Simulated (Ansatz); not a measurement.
Ba2Tl5V3O12:

```
CELL_PARAMETERS angstrom
6.54548 0.00000 0.00000
0.00000 6.54548 0.00000
0.00000 0.00000 13.57484
ATOMIC_POSITIONS crystal
Ba 0.50000 0.00000 0.56322
Ba 0.00000 0.50000 0.43678
V 0.00000 0.00000 0.50000
V 0.00000 0.00000 0.00000
V 0.50000 0.50000 0.50000
Tl 0.50000 0.00000 0.02980
Tl 0.00000 0.50000 0.68840
Tl 0.00000 0.50000 0.97020
Tl 0.50000 0.00000 0.31160
Tl 0.50000 0.50000 0.00000
O 0.81622 0.88853 0.42632
O 0.88853 0.18378 0.57368
O 0.11147 0.81622 0.57368
O 0.18378 0.11147 0.42632
O 0.82276 0.85849 0.93300
O 0.85849 0.17724 0.06700
O 0.14151 0.82276 0.06700
O 0.17724 0.14151 0.93300
O 0.68323 0.61113 0.57410
O 0.61113 0.31677 0.42590
O 0.38887 0.68323 0.42590
O 0.31677 0.38887 0.57410
```

The cell was built by a generator and needn't be a form met in nature.

```yaml
Program: Ansatz 0.2.0
Task: relaxation of cell and atoms
Functional: BLYP
Potentials_or_basis: Ansatz PAW
Cutoff: "420 eV (not typed: the program's choice for these potentials)"
k_mesh: 3 × 3 × 2
Occupations: fermi-dirac, width 0.05 eV
Spin: collinear spin, ferromagnetic start
Starting_moments: "[0.0, 0.0, 2.0, 2.0, 2.0, 0.0, 0.0, 0.0, 0.0, 0.0, 0.0, 0.0, 0.0, 0.0, 0.0, 0.0, 0.0, 0.0, 0.0, 0.0, 0.0, 0.0] μB"
```

At the start: volume 26.44 Å³/atom.

Task: Where does the relaxation end?

Result: It ends after 21 steps and the volume is 29.90 Å³/atom (+13.1 %); space group P-4 (No. 81, to 0.05 Å); moment 0.00 μB per cell.

The path:
| step | energy change (eV) | largest force (eV/Å) | volume (Å³) |
| --- | --- | --- | --- |
| 1 | 0.0000 | 0.2753 | 581.59 |
| 2 | -0.0443 | 0.2242 | 613.50 |
| 3 | -0.0739 | 0.0934 | 611.06 |
| 4 | -0.0799 | 0.0056 | 610.58 |
| 5 | -0.1496 | 0.0043 | 610.58 |
| 6 | -0.1342 | 0.0132 | 623.21 |
| 7 | -0.1262 | 0.0043 | 627.31 |
| 8 | -0.1657 | 0.0052 | 627.31 |
| 9 | -0.1611 | 0.0396 | 630.43 |
| 10 | -0.1451 | 0.0144 | 640.29 |
| 11 | -0.1458 | 0.0127 | 639.96 |
| 12 | -0.1464 | 0.0086 | 639.70 |
| 13 | -0.1726 | 0.0085 | 639.70 |
| 14 | -0.1650 | 0.0035 | 644.93 |
| 15 | -0.1566 | 0.0136 | 649.47 |
| 16 | -0.1573 | 0.0043 | 649.20 |
| 17 | -0.1765 | 0.0038 | 649.20 |
| 18 | -0.1635 | 0.0283 | 656.82 |
| 19 | -0.1635 | 0.0154 | 656.89 |
| 20 | -0.1620 | 0.0033 | 657.78 |
| 21 | -0.1801 | 0.0030 | 657.78 |

Final structure:
```
Ba V Tl O
1.0
     6.65321    0.00000    0.00000
     0.00000    6.65321    0.00000
     0.00000    0.00000   14.85986
Ba V Tl O
2 3 5 12
Direct
  0.50000 0.00000 0.55746
  0.00000 0.50000 0.44254
  0.00000 0.00000 0.50000
  0.00000 0.00000 0.00000
  0.50000 0.50000 0.50000
  0.50000 0.00000 0.03183
  0.00000 0.50000 0.67509
  0.00000 0.50000 0.96817
  0.50000 0.00000 0.32491
  0.50000 0.50000 0.00000
  0.81919 0.88826 0.43217
  0.88826 0.18081 0.56783
  0.11174 0.81919 0.56783
  0.18081 0.11174 0.43217
  0.82287 0.86098 0.93894
  0.86098 0.17713 0.06106
  0.13902 0.82287 0.06106
  0.17713 0.13902 0.93894
  0.68063 0.61126 0.56808
  0.61126 0.31937 0.43192
  0.38874 0.68063 0.43192
  0.31937 0.38874 0.56808
```

Caveat: the plane-wave basis is chosen anew once the cell has moved, so the energies of steps on either side of that aren't comparable; the PAW data sets come from PBE, with cores solved anew for the run's functional, which leaves a small shift of forces and pressure; the starting moments weren't kept.
